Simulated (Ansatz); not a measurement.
**F₃H₃OSi₂: small, medium and large basis sets**

The task here is to estimate one member of a computed series from the others.

Computed with Ansatz 0.2.0, Gaussian basis. Level: one geometry, several basis sets.

Levels to be run: PBE0-D4/def2-SVP; ωB97M-V/def2-SVP; PBE0-D4/def2-QZVPP; ωB97M-V/def2-QZVPP; the functionals' def2-TZVPP values are taken from earlier runs.

## Structure used throughout

All runs share one geometry, relaxed beforehand with PBE0-D4 in a triple-zeta def2 set.

9 atoms, charge 0, spin multiplicity 1.

Atoms are counted from 1 here; the program's logs count them from 0.

Bond lengths: F1–Si2 1.568 Å, Si2–F3 1.570 Å, Si2–F4 1.570 Å, Si2–O5 1.585 Å, O5–Si6 1.646 Å, Si6–H7 1.482 Å, Si6–H8 1.482 Å, Si6–H9 1.480 Å. Angles: F1–Si2–F3 108.1°, F1–Si2–F4 108.1°, F1–Si2–O5 110.1°, F3–Si2–F4 107.8°, F3–Si2–O5 111.3°, F4–Si2–O5 111.3°, Si2–O5–Si6 156.2°, O5–Si6–H7 109.1°, O5–Si6–H8 109.1°, O5–Si6–H9 107.6°, H7–Si6–H8 110.2°, H7–Si6–H9 110.4°, H8–Si6–H9 110.5°.

Set-up of the first run:

Input file in.yaml:

```yaml
crystal:
  periodic: [false, false, false]
  atoms:
    - {symbol: F, position_ang: [2.246258, -1.593292, -0.042013]}
    - {symbol: Si, position_ang: [1.126574, -0.764032, -0.760815]}
    - {symbol: F, position_ang: [1.821529, 0.350220, -1.622131]}
    - {symbol: F, position_ang: [0.364342, -1.723082, -1.743272]}
    - {symbol: O, position_ang: [0.142056, -0.135237, 0.310349]}
    - {symbol: Si, position_ang: [-1.130358, 0.762742, 0.841836]}
    - {symbol: H, position_ang: [-2.381604, 0.220128, 0.261544]}
    - {symbol: H, position_ang: [-0.939772, 2.170455, 0.418928]}
    - {symbol: H, position_ang: [-1.160625, 0.665898, 2.318475]}
basis:
  gaussian: {orbitals: def2-SVP}
hamiltonian: {xc: pbe0, dispersion: d4}
output: {orbitals: {seedname: orbitals}}
```

The run is started by

```sh
ansatz run in.yaml --threads 4 --pin off --events-out ev --progress --plain --max-ram 10444MiB
```

Among the steps run: PBE0-D4 in def2-SVP; ωB97M-V in def2-SVP; PBE0-D4 in def2-QZVPP; ωB97M-V in def2-QZVPP.

One of the session's tables, all rows but one given; the rest of the session is left out.

It belongs to the step «Functionals by basis». 

```
functional       basis  HOMO (eV)  LUMO (eV)
   PBE0-D4    def2-SVP      -9.64       0.12
   PBE0-D4  def2-TZVPP      -9.69      -0.34
   PBE0-D4  def2-QZVPP          ?          ?
   ωB97M-V    def2-SVP     -11.88       2.03
   ωB97M-V  def2-TZVPP     -11.98       1.35
   ωB97M-V  def2-QZVPP     -12.00       0.99
```

Estimate the missing values for PBE0-D4, def2-QZVPP.

**Answer.** HOMO (eV): -9.71; LUMO (eV): -0.50. In the column «HOMO (eV)» it lies between ωB97M-V, def2-SVP (-11.88) and PBE0-D4, def2-TZVPP (-9.69).
